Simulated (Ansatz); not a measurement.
# C2H9CuN2: basis-set convergence

An exercise on one series of results from a longer session: the logs are not shown, and one member is left open.

Program: Ansatz 0.2.0, Gaussian basis. Level of theory: one geometry, several basis sets. These are calculated values, not measurements.

Plan: PBE0-D4/def2-SVP; ωB97M-V/def2-SVP; PBE0-D4/def2-QZVPP; ωB97M-V/def2-QZVPP; the functionals' def2-TZVPP values are taken from earlier runs.

### The relaxed structure

An earlier PBE0-D4 in a triple-zeta def2 set relaxation fixed the geometry.

SMILES `C[N](C)[Cu-][NH3+]`, 14 atoms, charge 0, spin multiplicity 1.

Atoms are counted from 1 here; the program's logs count them from 0.

Bond lengths: C1–N2 1.431 Å, C1–H6 1.107 Å, C1–H7 1.094 Å, C1–H8 1.110 Å, N2–C3 1.431 Å, N2–Cu4 1.814 Å, C3–H9 1.107 Å, C3–H10 1.094 Å, C3–H11 1.110 Å, Cu4–N5 1.934 Å, N5–H12 1.015 Å, N5–H13 1.015 Å, N5–H14 1.015 Å. Angles: N2–C1–H6 111.6°, N2–C1–H7 111.4°, N2–C1–H8 113.7°, H6–C1–H7 106.9°, H6–C1–H8 105.8°, H7–C1–H8 107.0°, C1–N2–C3 111.0°, C1–N2–Cu4 122.6°, C3–N2–Cu4 122.5°, N2–C3–H9 111.6°, N2–C3–H10 111.4°, N2–C3–H11 113.7°, H9–C3–H10 106.9°, H9–C3–H11 105.8°, H10–C3–H11 107.0°, N2–Cu4–N5 177.2°, Cu4–N5–H12 110.9°, Cu4–N5–H13 111.4° and more.

The first run:

File in.yaml:

```yaml
crystal:
  periodic: [false, false, false]
  atoms:
    - {symbol: C, position_ang: [-1.646965, 0.663444, 0.727603]}
    - {symbol: N, position_ang: [-0.262505, 0.315462, 0.632892]}
    - {symbol: C, position_ang: [0.247748, -0.109341, 1.900182]}
    - {symbol: Cu, position_ang: [0.524758, -0.140156, -0.937099]}
    - {symbol: N, position_ang: [1.400896, -0.537405, -2.615014]}
    - {symbol: H, position_ang: [-1.814134, 1.471870, 1.465526]}
    - {symbol: H, position_ang: [-2.034640, 1.021927, -0.230596]}
    - {symbol: H, position_ang: [-2.297866, -0.176230, 1.047724]}
    - {symbol: H, position_ang: [0.132874, 0.678043, 2.670163]}
    - {symbol: H, position_ang: [1.314641, -0.344546, 1.842079]}
    - {symbol: H, position_ang: [-0.260985, -1.006882, 2.308634]}
    - {symbol: H, position_ang: [0.890780, -0.133752, -3.394615]}
    - {symbol: H, position_ang: [1.460527, -1.537859, -2.774479]}
    - {symbol: H, position_ang: [2.344891, -0.164585, -2.643002]}
basis:
  gaussian: {orbitals: def2-SVP}
hamiltonian: {xc: pbe0, dispersion: d4}
output: {orbitals: {seedname: orbitals}}
```

Started as:

```sh
$ ansatz run in.yaml --threads 2 --pin off --events-out ev --progress --plain --max-ram 32768MiB --backend cpu
```

Among the steps run: PBE0-D4 in def2-SVP; ωB97M-V in def2-SVP; PBE0-D4 in def2-QZVPP; ωB97M-V in def2-QZVPP.

One table of the session follows, with a row left open; its other results are not shown here.

It belongs to the step «Density functionals: the series». 

| functional | basis | HOMO (eV) |
| --- | --- | --- |
| PBE0-D4 | def2-SVP | -3.65 |
| PBE0-D4 | def2-TZVPP | -4.03 |
| PBE0-D4 | def2-QZVPP | -4.10 |
| ωB97M-V | def2-SVP | -5.93 |
| ωB97M-V | def2-TZVPP | ? |
| ωB97M-V | def2-QZVPP | -6.36 |

**Question.** Estimate the row for ωB97M-V, def2-TZVPP.

**Answer.** HOMO (eV): -6.30. In the column «HOMO (eV)» it lies between ωB97M-V, def2-QZVPP (-6.36) and ωB97M-V, def2-SVP (-5.93).
